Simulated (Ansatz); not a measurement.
# Hf (Hafnium): the cost of one run

Program: Ansatz 0.2.0. Level of theory: DFT PBEsol, scalar-relativistic, plane waves, PAW. These are calculated values, not measurements.

1 further run of the same task is left out (set aside as unsound or not needed).

**1. The system as given**

Symmetry: P6_3/mmc, No. 194, hexagonal system. Conventional cell: a = 3.160 Å, b = 3.160 Å, c = 4.996 Å, α = 90.00°, β = 90.00°, γ = 120.00°. Around Hf (site symmetry -6m2) lie 12 Hf at 3.09 to 3.16 Å.

As a file:

```
CELL_PARAMETERS angstrom
3.16027 0.00000 0.00000
-1.58013 2.73687 0.00000
0.00000 0.00000 4.99622
ATOMIC_POSITIONS crystal
Hf 0.33333 0.66667 0.25000
Hf 0.66667 0.33333 0.75000
```

This cell was relaxed beforehand with the same method: volume 21.61 Å³/atom, gap on the mesh none (metal).

**2. A stricter relaxation, with the smearing for a metal**

The response runs start from a cell at rest, found with their own mesh and filling of the bands.

The input, input.yaml:

```yaml
crystal:
  lattice:
    - [3.1602689557, 0.0, 0.0]
    - [-1.5801344779, 2.7368731984, 0.0]
    - [0.0, 0.0, 4.9962244085]
  atoms:
    - { symbol: Hf, position: [0.3333333333, 0.6666666667, 0.25] }
    - { symbol: Hf, position: [0.6666666667, 0.3333333333, 0.75] }
basis:
  ecutwfc: 420
kpoints:
  mp_grid: { grid: [15, 15, 8] }
hamiltonian:
  xc: pbesol
scf:
  occupations: { method: fermi_dirac, width: 0.15 }
output:
  forces: true
  stress: true
  eigenvalues: true
relax:
  adjacent_minimum: "off"
  f_tol: 0.001
  max_steps: 60
  cell: { stress_tol: 0.01 }
```

Launch:

```console
ansatz run input.yaml --threads 1 --pin off --max-ram 2560MiB --backend cpu --events-out ev --progress --plain --runs-dir out
```

**Question.** How long does this run take on 1 thread of an Arm CPU, shared host, and how much memory does it need?

About 48 s, with a peak of 0.43 GiB.
